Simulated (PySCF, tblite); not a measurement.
# C₄H₁₂PSi₂ radical: geometry, infrared bands and EPR parameters

What infrared bands and EPR parameters should C₄H₁₂PSi₂ radical (`C[Si@@H]1CC[CH][Si@H]1P`) show?

The runs use tblite 0.8.0 and PySCF 2.14.0, with density-fitted response routines of our own; the level of theory stands in each step. All values are computed, except where a source is named. Atoms are numbered from 0 throughout.

### Step 1. The molecule as given

19 atoms, charge 0, multiplicity 2; geometry from: force field or distance geometry start.

Bonds of the start (Å): C0–Si1 1.84, Si1–C2 1.89, C2–C3 1.53, C3–C4 1.51, C4–Si5 1.83, Si5–P6 2.21, Si5–Si1 2.33, C0–H7 1.10, C0–H8 1.10, C0–H9 1.09, Si1–H10 1.49, C2–H11 1.09, C2–H12 1.11, C3–H13 1.09, C3–H14 1.10, C4–H15 1.08, Si5–H16 1.48, P6–H17 1.41, P6–H18 1.41.

### Step 2. Geometry optimisation with GFN2-xTB

What the job is given:

```
{"job": {"kind": "relax", "xc": "GFN2-xTB", "basis": "xTB"}, "charge": 0, "multiplicity": 2}
C     -2.202800    -0.818700     1.187500
Si    -0.932800     0.466800     0.842300
C     -0.819800     0.913300    -0.994300
C     -0.005100    -0.117300    -1.788100
C      1.252600    -0.517700    -1.046200
Si     1.184100    -0.498800     0.785100
P      2.783900     0.841400     1.498300
H     -2.135900    -1.184900     2.219000
H     -3.212500    -0.409100     1.056300
H     -2.119800    -1.675200     0.520000
H     -1.055100     1.666300     1.714100
H     -0.355900     1.898100    -1.080200
H     -1.840600     1.004100    -1.410700
H      0.256600     0.282100    -2.766700
H     -0.607800    -1.018200    -1.953900
H      2.060400    -1.034300    -1.537000
H      1.255500    -1.861400     1.363000
H      3.864500     0.209100     0.840100
H      2.620700     1.863600     0.544000
```

Command:

```console
$ OMP_NUM_THREADS=1 python probes_run.py task.json out
```

This one command runs all jobs of the session in turn.

Log:

```text
step      E/eV     max force
  0    -559.05834    1.807
  1    -559.16766    0.694
  2    -559.20497    0.450
  3    -559.23335    0.466
  4    -559.26019    0.559
  5    -559.28150    0.409
  6    -559.29376    0.260
  7    -559.30196    0.249
  8    -559.30819    0.279
  9    -559.31581    0.353
 10    -559.32371    0.281
 11    -559.32944    0.147
 12    -559.33318    0.143
 13    -559.33615    0.159
 14    -559.33888    0.181
 15    -559.34128    0.134
 16    -559.34310    0.086
 17    -559.34443    0.082
 18    -559.34555    0.106
 19    -559.34661    0.094
 20    -559.34752    0.077
 21    -559.34822    0.060
 22    -559.34876    0.069
 23    -559.34929    0.071
 24    -559.34993    0.058
 25    -559.35069    0.069
 26    -559.35143    0.055
 27    -559.35198    0.038
 28    -559.35234    0.035
 29    -559.35264    0.043
 30    -559.35290    0.035
 31    -559.35312    0.027
 32    -559.35327    0.027
 33    -559.35340    0.028
 34    -559.35355    0.035
 35    -559.35371    0.034
 36    -559.35384    0.030
 37    -559.35392    0.018
 38    -559.35397    0.017
 39    -559.35403    0.028
 40    -559.35413    0.033
 41    -559.35423    0.026
 42    -559.35433    0.021
 43    -559.35440    0.020
 44    -559.35447    0.021
 45    -559.35457    0.026
 46    -559.35469    0.031
 47    -559.35481    0.026
 48    -559.35490    0.018
 49    -559.35496    0.019
 50    -559.35502    0.019
 51    -559.35510    0.024
 52    -559.35522    0.033
 53    -559.35536    0.038
 54    -559.35551    0.034
 55    -559.35563    0.032
 56    -559.35573    0.025
 57    -559.35581    0.025
 58    -559.35587    0.023
 59    -559.35593    0.026
 60    -559.35600    0.028
 61    -559.35607    0.026
 62    -559.35616    0.030
 63    -559.35624    0.023
 64    -559.35630    0.016
 65    -559.35635    0.018
 66    -559.35642    0.025
 67    -559.35651    0.036
 68    -559.35663    0.034
 69    -559.35674    0.025
 70    -559.35681    0.019
 71    -559.35689    0.022
 72    -559.35698    0.035
 73    -559.35712    0.039
 74    -559.35725    0.032
 75    -559.35736    0.021
 76    -559.35744    0.021
 77    -559.35750    0.022
 78    -559.35755    0.019
 79    -559.35761    0.017
 80    -559.35766    0.018
 81    -559.35772    0.018
 82    -559.35777    0.022
 83    -559.35780    0.018
 84    -559.35783    0.016
 85    -559.35787    0.014
 86    -559.35789    0.009
```

Run time: 0.76 s. Hardware: 1 thread of Intel Xeon 6975P-C, shared host.

Step by step: (not every step is listed)

| step | energy from step 0 (eV) | largest force (eV/Å) |
| --- | --- | --- |
| 0 | 0.0000 | 1.8068 |
| 1 | -0.1093 | 0.6940 |
| 2 | -0.1466 | 0.4499 |
| 3 | -0.1750 | 0.4663 |
| 4 | -0.2018 | 0.5594 |
| 5 | -0.2232 | 0.4087 |
| 6 | -0.2354 | 0.2604 |
| 7 | -0.2436 | 0.2488 |
| 8 | -0.2498 | 0.2790 |
| 15 | -0.2829 | 0.1337 |
| 22 | -0.2904 | 0.0687 |
| 29 | -0.2943 | 0.0430 |
| 36 | -0.2955 | 0.0300 |
| 43 | -0.2961 | 0.0203 |
| 50 | -0.2967 | 0.0188 |
| 57 | -0.2975 | 0.0249 |
| 64 | -0.2980 | 0.0164 |
| 71 | -0.2985 | 0.0220 |
| 78 | -0.2992 | 0.0194 |
| 81 | -0.2994 | 0.0178 |
| 82 | -0.2994 | 0.0219 |
| 83 | -0.2995 | 0.0179 |
| 84 | -0.2995 | 0.0158 |
| 85 | -0.2995 | 0.0143 |
| 86 | -0.2995 | 0.0086 |

Distances of close pairs at the start and the end, largest changes first:

| bond | before (Å) | after (Å) | change (Å) |
| --- | --- | --- | --- |
| Si5–P6 | 2.205 | 2.275 | +0.070 |
| C0–Si1 | 1.840 | 1.901 | +0.061 |
| P6–H17 | 1.414 | 1.382 | -0.033 |
| Si1–C2 | 1.893 | 1.922 | +0.028 |
| C3–C4 | 1.514 | 1.488 | -0.026 |
| P6–H18 | 1.408 | 1.383 | -0.025 |
| C2–H12 | 1.106 | 1.089 | -0.017 |
| Si1–H10 | 1.488 | 1.473 | -0.015 |

The next job starts from the end point, and lists it.

### Step 3. Harmonic vibrations with GFN2-xTB

What the job is given:

```
{"job": {"kind": "ir", "xc": "GFN2-xTB", "basis": "xTB"}, "charge": 0, "multiplicity": 2}
C     -2.273484    -0.816564     1.186971
Si    -0.868893     0.426668     0.877556
C     -0.794960     0.926032    -0.976484
C     -0.007186    -0.115042    -1.778887
C      1.174982    -0.662309    -1.059794
Si     1.244682    -0.538169     0.781534
P      2.881040     0.829752     1.574309
H     -2.315555    -1.100909     2.233438
H     -3.241512    -0.402150     0.921833
H     -2.131057    -1.723463     0.606819
H     -1.123867     1.636786     1.677249
H     -0.278613     1.884509    -1.049508
H     -1.776177     1.067409    -1.428353
H      0.300779     0.305055    -2.744329
H     -0.677634    -0.952398    -2.022910
H      1.870568    -1.227055    -1.664925
H      1.615882    -1.821278     1.408836
H      3.835315     0.385781     0.679043
H      2.555887     1.906594     0.770139
```

Log:

```text
mode    cm-1     km/mol
  1      50.4      0.87
  2      72.9      0.23
  3      90.2     10.27
  4     110.5      1.84
  5     118.5      0.14
  6     130.7      2.00
  7     175.4      3.35
  8     209.4      3.63
  9     300.8     12.69
 10     387.4     18.94
 11     425.4      5.99
 12     471.8     26.72
 13     486.7    165.37
 14     508.5    156.13
 15     571.4     15.79
 16     584.6     24.13
 17     615.1     25.48
 18     647.2      4.48
 19     654.0     36.67
 20     712.1     85.45
 21     742.4      6.75
 22     762.8     74.11
 23     780.2     20.85
 24     820.7    122.41
 25     824.6     90.01
 26     885.0     22.92
 27     964.6      9.03
 28    1086.6      3.66
 29    1114.0      8.19
 30    1154.7     38.86
 31    1156.6     11.13
 32    1236.3     22.34
 33    1271.0     10.00
 34    1313.5      6.79
 35    1367.9     10.51
 36    1454.3      9.62
 37    1483.2      2.18
 38    1486.8      1.96
 39    1489.6      0.74
 40    2106.8    234.59
 41    2158.1    327.27
 42    2304.5    166.71
 43    2393.9    148.96
 44    2844.1     21.86
 45    2908.1     46.04
 46    2975.3     39.13
 47    2996.3     29.62
 48    3037.9     23.50
 49    3038.9     26.58
 50    3045.4     32.58
 51    3048.2     16.73
```

Run time: 0.87 s. Hardware: 1 thread of Intel Xeon 6975P-C, shared host.

Which atoms move in the most intense modes:

| cm⁻¹ | km/mol | atoms |
| --- | --- | --- |
| 487 | 165.4 | H15 24 %, H16 23 %, Si5 12 %, C4 12 % |
| 508 | 156.1 | H10 33 %, H16 16 %, C4 13 %, C3 12 % |
| 821 | 122.4 | H8 36 %, C0 13 %, H7 10 % |
| 825 | 90.0 | H9 31 %, H7 28 %, C0 15 % |
| 2107 | 234.6 | H16 96 % |
| 2158 | 327.3 | H10 96 % |
| 2304 | 166.7 | H18 52 %, H17 45 % |
| 2394 | 149.0 | H17 52 %, H18 45 % |

### Step 4. g tensor and hyperfine couplings: B3LYP/pcH-1

Same as in step 3 but for these lines:

```diff
@@ -1,2 +1,2 @@
-{"job": {"kind": "ir", "xc": "GFN2-xTB", "basis": "xTB"}, "charge": 0, "multiplicity": 2}
+{"job": {"kind": "epr", "basis": "pcH-1"}, "charge": 0, "multiplicity": 2}
 C     -2.273484    -0.816564     1.186971
```

Level: UKS B3LYP, pcH-1 on C H P Si, non-relativistic, mean-field spin-orbit, GIAO.

Log:

```text
UKS, coarse grid
  cycle   1  E = -1079.92466442  |g| = 4.05e-01
  cycle   2  E = -1079.87131723  |g| = 4.97e-01
  cycle   3  E = -1080.00154720  |g| = 6.00e-02
  cycle   4  E = -1080.00328843  |g| = 3.29e-02
  cycle   5  E = -1080.00392298  |g| = 6.86e-03
  cycle   6  E = -1080.00395423  |g| = 3.13e-03
  cycle   7  E = -1080.00396230  |g| = 9.89e-04
UKS, final grid
  cycle   1  E = -1080.00396456  |g| = 1.00e-03
  cycle   2  E = -1080.00396423  |g| = 1.31e-03
  cycle   3  E = -1080.00396516  |g| = 1.42e-04
  cycle   4  E = -1080.00396518  |g| = 6.72e-05
  cycle   5  E = -1080.00396518  |g| = 2.67e-05
E = -1080.00396518 Eh   <S^2> = 0.7545 (exact 0.7500)
g shifts (ppm)      1          2          3
  rmc          -133       -133       -133
  gc              9          1         15
  oz_so        -621       -225        486
  total        -745       -358        368
hyperfine (MHz)  atom isotope    a_iso     a_fc   dipolar eigenvalues
    0   13C      -0.81      -0.81     -0.26     -0.21      0.47
    1  29Si       1.85       1.85     -1.10      0.04      1.07
    2   13C       8.69       8.69     -1.23     -0.92      2.15
    3   13C     -29.36     -29.37     -2.86      0.81      2.06
    4   13C      82.77      82.86    -71.62    -70.58    142.20
    5  29Si      48.05      48.13     -3.63      0.38      3.25
    6   31P      -6.97      -6.49    -37.11    -34.79     71.90
    7    1H       0.37       0.37     -0.65     -0.57      1.22
    8    1H      -0.61      -0.61     -0.67     -0.58      1.26
    9    1H      -0.06      -0.06     -1.36     -1.16      2.52
   10    1H       2.42       2.42     -0.98     -0.75      1.73
   11    1H      -2.15      -2.15     -2.75     -2.24      4.99
   12    1H      -0.56      -0.56     -1.85     -1.39      3.24
   13    1H      70.70      70.70     -4.73     -3.83      8.56
   14    1H     148.97     148.97     -5.92     -2.47      8.39
   15    1H     -53.11     -53.13    -33.90     -0.81     34.71
   16    1H      44.75      44.76     -3.05     -1.85      4.90
   17    1H      -2.47      -2.47     -3.42     -0.42      3.85
   18    1H      -1.05      -1.06     -3.36     -0.43      3.80
```

Run time: 1.8 min. Hardware: 1 thread of Intel Xeon 6975P-C, shared host; peak memory 1.2 GiB.

Principal g values 2.00157, 2.00196, 2.00269; g(iso) = 2.00207, against 2.00232 for a free electron.

Mean a(iso) over the nuclei that a row names, and the largest dipolar term of the row (other rows stand at the frozen geometry):

| nuclei | isotope | a(iso) (MHz) | a(iso) (G, at g = 2.0023) | largest dipolar term (MHz) |
| --- | --- | --- | --- | --- |
| H14 | 1H | 149.0 | 53.2 | 8.4 |
| C4 | 13C | 82.8 | 29.5 | 142.2 |
| H13 | 1H | 70.7 | 25.2 | 8.6 |
| H15 | 1H | -53.1 | -19.0 | 34.7 |
| Si5 | 29Si | 48.0 | 17.1 | -3.6 |
| H16 | 1H | 44.8 | 16.0 | 4.9 |
| C3 | 13C | -29.4 | -10.5 | -2.9 |
| C2 | 13C | 8.7 | 3.1 | 2.2 |
| P6 | 31P | -7.0 | -2.5 | 71.9 |
| H10 | 1H | 2.4 | 0.9 | 1.7 |
| H11 | 1H | -2.2 | -0.8 | 5.0 |
| Si1 | 29Si | 1.9 | 0.7 | -1.1 |
| H17, H18 | 1H | -1.8 | -0.6 | 3.8 |
| C0 | 13C | -0.8 | -0.3 | 0.5 |

Mulliken spin populations:

C0 0.00; Si1 0.00; C2 0.01; C3 -0.08; C4 0.96; Si5 -0.04; P6 0.09; H7 0.00; H8 0.00; H9 0.00; H10 0.00; H11 0.00; H12 0.00; H13 0.03; H14 0.06; H15 -0.04; H16 0.03; H17 0.00; H18 0.00

In first order the couplings over 0.8 MHz of 1H, 31P give 376 distinct lines over 118.6 G, if the averaged nuclei exchange fast.

The fields below are evaluated on a grid from the run's orbitals.

ELF in a plane through or near 5 of the atoms.

Ten even steps from '0' (0.00) to '9' (1.00):
```
0000000000000000000000000000
0000000000000000000000000000
0000001110000000000000000000
0000026764000000000110000000
0000147886100000006884000000
0000136776211210019998000000
0001466568633763139996000000
0017999769311895574465310000
0028999647162784592289840000
0005997113533442355589840000
0001340003885101112247510000
0000000026766421000000000000
0000000135678354100000000000
0000000011146246200000000000
0000000000189954200000000000
0000000000599930000000000000
0000000000399920000000000000
0000000000012100000000000000
0000000000000000000000000000
0000000000000000000000000000
```
The map spans 12.7 Å across and 10.6 Å up, centred on the molecule. Atoms in the plane (x, y in Å): C0 (2.5, 1.0), C3 (-0.1, -1.8), H7 (2.6, 2.1), H13 (-0.6, -2.7), H17 (-3.8, 1.0).

On the surface of density 0.002 e/bohr³ the electrostatic potential runs, from the 1st to the 99th percentile, from -0.98 V near P6 to 0.80 V near H9.

The spin density lies nearest to C4 63 %; H15 9 %; P6 7 %; H14 6 %.

### Step 5. Outcome

| quantity | value |
| --- | --- |
| strongest single infrared mode (GFN2-xTB) | 2158 cm⁻¹, 327 km/mol |
| zero-point energy (GFN2-xTB) | 88.0 kcal/mol |
| g(iso) (B3LYP) | 2.00207 |
| ⟨S²⟩ | 0.755 (exact 0.75) |
| largest a(iso) (averaged by class) | 1H on H14, 149.0 MHz |
| surface potential, 1st and 99th percentile | -0.98 V and 0.80 V |

What this shows: Relaxing lowered the energy by 0.300 eV in 86 steps; the close pair that moved most is Si5–P6, from 2.205 to 2.275 Å. All 51 modes are real, so the xTB geometry is a minimum. The strongest single mode, at 2158 cm⁻¹, moves mainly H10. GFN2-xTB is a fitted tight-binding method: band positions and strengths are rough. Its intensities can rank the bands wrongly. C4 carries the largest spin population, 0.96 e. The isotropic g lies 0.2 ppt below the free-electron value.
